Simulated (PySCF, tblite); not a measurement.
**C6H4FN3: geometry, infrared bands and NMR shifts**

Wanted: the infrared bands and NMR shifts of C6H4FN3 (`Fc1ccc2n[nH]nc2c1`), by calculation.

Programs: tblite 0.8.0 and PySCF 2.14.0, with density-fitted response routines of our own. Each step states its level of theory. These are calculated values for one molecule in the gas phase, unless marked as measured. Atoms are numbered from 0 throughout.

## 1. Starting geometry

14 atoms, charge 0, multiplicity 1; geometry from: force field or distance geometry start.

Bonds of the start (Å): F0–C1 1.37, C1–C2 1.38, C2–C3 1.40, C3–C4 1.37, C4–N5 1.35, N5–N6 1.34, N6–N7 1.32, N7–C8 1.35, C8–C9 1.39, C9–C1 1.38, C8–C4 1.38, C2–H10 1.06, C3–H11 1.09, N6–H12 1.07, C9–H13 1.08.

## 2. Relaxing the molecule with GFN2-xTB

The job: settings as JSON, then the geometry in Å.

```
{"job": {"kind": "relax", "xc": "GFN2-xTB", "basis": "xTB"}, "charge": 0, "multiplicity": 1}
F      2.846100     1.450700    -0.506700
C      1.701300     0.730800    -0.260000
C      1.814300    -0.557300     0.227600
C      0.649300    -1.288400     0.476600
C     -0.568500    -0.692900     0.254500
N     -1.834800    -1.127300     0.390600
N     -2.677500    -0.158800     0.022700
N     -1.947700     0.880300    -0.344500
C     -0.635100     0.598500    -0.230800
C      0.492300     1.360100    -0.495000
H      2.763000    -1.004400     0.400000
H      0.699400    -2.309900     0.861300
H     -3.740200    -0.255400     0.059000
H      0.437600     2.373500    -0.877400
```

On the command line:

```
$ OMP_NUM_THREADS=1 python probes_run.py task.json out
```

This one command runs all jobs of the session in turn.

**Question.** This job is followed by: GFN2-xTB harmonic vibrations, gas phase; GIAO PBE0/pcSseg-1 NMR shielding, non-relativistic, gas phase. What will the session give for the following? strongest single infrared mode (GFN2-xTB); zero-point energy (GFN2-xTB); 13C shifts against TMS (PBE0/pcSseg-1); 1H shifts against TMS (PBE0/pcSseg-1); 19F shifts against CFCl3 (PBE0/pcSseg-1); 15N shifts against NH3 (PBE0/pcSseg-1).

The runs gave:

| quantity | value |
| --- | --- |
| strongest single infrared mode (GFN2-xTB) | 1140 cm⁻¹, 108 km/mol |
| zero-point energy (GFN2-xTB) | 59.8 kcal/mol |
| 13C shifts against TMS (PBE0/pcSseg-1) | 171.2, 148.8, 145.5, 126.8, 123.4, 109.3 ppm |
| 1H shifts against TMS (PBE0/pcSseg-1) | 11.84, 8.38, 7.98, 7.65 ppm |
| 19F shifts against CFCl3 (PBE0/pcSseg-1) | -116.2 ppm |
| 15N shifts against NH3 (PBE0/pcSseg-1) | 350.5, 346.3, 276.9 ppm |

In words: The optimisation took 16 steps and gained 0.622 eV; among the close pairs (by a distance rule), N6–H12 changed most, from 1.068 to 1.011 Å. No mode is imaginary among the 36: a minimum at this level. The strongest single mode, at 1140 cm⁻¹, is spread over several atoms, H13, C1, H11 among them. Unscaled tight-binding wavenumbers are off by several per cent, some by more. Its intensities can rank the bands wrongly. NICS(1)zz of -26 ppm above the planar ring from C1 marks a diatropic (aromatic) ring current. NICS(1)zz of -40 ppm above the planar ring from C4 marks a diatropic (aromatic) ring current.
